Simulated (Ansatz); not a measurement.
Crystal: Mg2CdN2.

```xyz
5
Lattice="3.5529 0.0000 0.0000 -1.7764 3.0769 0.0000 0.0000 0.0000 5.9838" Properties=species:S:1:pos:R:3 pbc="T T T"
Cd    0.0000    0.0000    2.9919
Mg    0.0000    2.0513    5.0657
Mg    1.7764    1.0256    0.9182
N     0.0000    2.0513    1.3629
N     1.7764    1.0256    4.6209
```

The cell comes from a database or a generator and needn't be the stable form of this composition.

```yaml
Program: Ansatz 0.2.0
Task: single point
Functional: PBE
Potentials_or_basis: Ansatz PAW
Cutoff: "420 eV (not typed: the program's choice for these potentials)"
k_mesh: 9 × 9 × 5
Occupations: fermi-dirac, width 0.05 eV
Spin: no spin polarisation
```

On this cell: pressure -0.3 GPa; largest force 0.040 eV/Å; band gap on the k mesh 0.31 eV, indirect (least direct gap 0.68 eV).

The same run follows on a disturbed copy (atoms moved at random, drawn with an rms of 0.05 Å):

```
CELL_PARAMETERS angstrom
3.55288 0.00000 0.00000
-1.77644 3.07689 0.00000
0.00000 0.00000 5.98383
ATOMIC_POSITIONS crystal
Cd 0.01236 0.00365 0.50219
Mg 0.33200 0.66275 0.85362
Mg 0.66856 0.33640 0.14683
N 0.33656 0.67532 0.23521
N 0.67515 0.33072 0.76790
```

Problem. What does the disturbed cell give?

Solution. The energy moves by +8.9 meV/atom; pressure -0.8 GPa; largest force 0.639 eV/Å; band gap on the k mesh 0.34 eV, indirect (least direct gap 0.59 eV).

Forces on the atoms (eV/Å):
```
Cd  -0.051 -0.020 -0.092
Mg   0.214  0.131 -0.506
Mg   0.037  0.048  0.636
N    0.042 -0.151 -0.388
N   -0.242 -0.007  0.350
```

Stress tensor (GPa, compression positive):
```
-1.01  0.59  0.57
 0.59 -0.57 -0.50
 0.57 -0.50 -0.84
```

Caveats: odd divisions of the mesh miss points on the zone boundary, where band edges often lie, so the gap on the mesh can be too wide.

A k mesh can miss the band edges.
